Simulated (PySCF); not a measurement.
# B3BrH4O2: the cost of one run

Computed with PySCF 2.14.0, with density-fitted response routines of our own, on a single molecule in the gas phase. Atoms are numbered from 0 throughout.

## Step 1: The starting structure

10 atoms, charge 0, multiplicity 1; geometry from: GFN2-xTB.

Bonds of the start (Å): B0–O1 1.31, O1–B2 1.31, B2–Br3 1.91, B2–O4 1.31, O4–B5 1.31, B0–H6 1.18, B0–H7 1.18, B5–H8 1.18, B5–H9 1.18.

## Step 2: Excited states and response: CAM-B3LYP/def2-SVPD

The job: settings as JSON, then the geometry in Å.

```
{"job": {"kind": "uv", "xc": "CAM-B3LYP", "basis": "def2-SVPD", "nstates": 8, "ntriplets": 3}, "charge": 0, "multiplicity": 1}
B     -2.334047    -0.309031     0.186867
O     -1.137608     0.188236    -0.003282
B      0.040516     0.734663    -0.202160
Br     0.141243     2.643341    -0.250793
O      1.154451     0.057964    -0.367266
B      2.288741    -0.572852    -0.542017
H     -2.699069    -0.507010     1.288873
H     -3.010219    -0.539822    -0.749431
H      2.615808    -0.863364    -1.635408
H      2.949067    -0.827470     0.399247
```

Method: TDDFT CAM-B3LYP/def2-SVPD, vertical, gas phase, core orbitals frozen in the response.

Command:

```
> OMP_NUM_THREADS=1 python probes_run.py task.json out
```

This one command runs all jobs of the session in turn.

Q: Estimate the wall time and peak memory of this first job on 1 thread of Arm Neoverse V1, shared host.

About 33 s, with a peak of 0.77 GiB.
